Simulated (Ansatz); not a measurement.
# C₅H₅NO: basis-set convergence

How large a basis does C₅H₅NO need? Two functionals are run in growing sets.

Computed with Ansatz 0.2.0, Gaussian basis. Level: one geometry, several basis sets.

Plan: PBE0-D4/def2-SVP; ωB97M-V/def2-SVP; PBE0-D4/def2-QZVPP; ωB97M-V/def2-QZVPP; the functionals' def2-TZVPP values are taken from earlier runs.

## Step 1: The geometry

All runs share one geometry, relaxed beforehand with PBE0-D4 in a triple-zeta def2 set.

SMILES `O=Cc1ccc[nH]1`, 12 atoms, charge 0, spin multiplicity 1.

Atoms are counted from 1 here; the program's logs count them from 0.

Bond lengths: O1–C2 1.214 Å, C2–C3 1.440 Å, C2–H8 1.107 Å, C3–C4 1.385 Å, C3–N7 1.366 Å, C4–C5 1.404 Å, C4–H9 1.079 Å, C5–C6 1.382 Å, C5–H10 1.078 Å, C6–N7 1.348 Å, C6–H11 1.079 Å, N7–H12 1.006 Å. Angles: O1–C2–C3 123.6°, O1–C2–H8 121.4°, C3–C2–H8 115.0°, C2–C3–C4 131.7°, C2–C3–N7 120.9°, C4–C3–N7 107.4°, C3–C4–C5 107.3°, C3–C4–H9 125.4°, C5–C4–H9 127.3°, C4–C5–C6 107.1°, C4–C5–H10 127.2°, C6–C5–H10 125.7°, C5–C6–N7 108.3°, C5–C6–H11 130.2°, N7–C6–H11 121.5°, C3–N7–C6 109.9°, C3–N7–H12 122.6°, C6–N7–H12 127.6°.

## Step 2: PBE0-D4 in def2-SVP

The input, in.yaml:

```yaml
crystal:
  periodic: [false, false, false]
  atoms:
    - {symbol: O, position_ang: [1.225742, -2.515098, -0.615914]}
    - {symbol: C, position_ang: [0.142132, -1.977826, -0.514275]}
    - {symbol: C, position_ang: [-0.031018, -0.594735, -0.154668]}
    - {symbol: C, position_ang: [-1.168316, 0.178988, 0.007489]}
    - {symbol: C, position_ang: [-0.748525, 1.469877, 0.364795]}
    - {symbol: C, position_ang: [0.632712, 1.448996, 0.410912]}
    - {symbol: N, position_ang: [1.047462, 0.205080, 0.097312]}
    - {symbol: H, position_ang: [-0.797449, -2.534787, -0.696892]}
    - {symbol: H, position_ang: [-2.182877, -0.165795, -0.121723]}
    - {symbol: H, position_ang: [-1.371870, 2.325933, 0.568055]}
    - {symbol: H, position_ang: [1.333866, 2.234544, 0.644980]}
    - {symbol: H, position_ang: [1.994839, -0.130476, 0.043928]}
basis:
  gaussian: {orbitals: def2-SVP}
hamiltonian: {xc: pbe0, dispersion: d4}
output: {orbitals: {seedname: orbitals}}
```

On the command line:

```
ansatz run in.yaml --threads 2 --pin off --events-out ev --progress --plain --max-ram 22528MiB --backend cpu
```

After this run come: ωB97M-V in def2-SVP; PBE0-D4 in def2-QZVPP; ωB97M-V in def2-QZVPP.

Before running them: what should the planned runs give, taken together? Wanted: PBE0-D4: double and triple zeta above quadruple; ωB97M-V: double and triple zeta above quadruple.

**Answer**, as computed:

| quantity | value |
| --- | --- |
| PBE0-D4: double and triple zeta above quadruple | 10.15, 0.46 eV |
| ωB97M-V: double and triple zeta above quadruple | 10.46, 0.43 eV |

PBE0-D4 gains 9.68 eV from double to triple zeta, then 0.46 eV more. Total energies overstate the basis error of differences, where much of it tends to cancel.
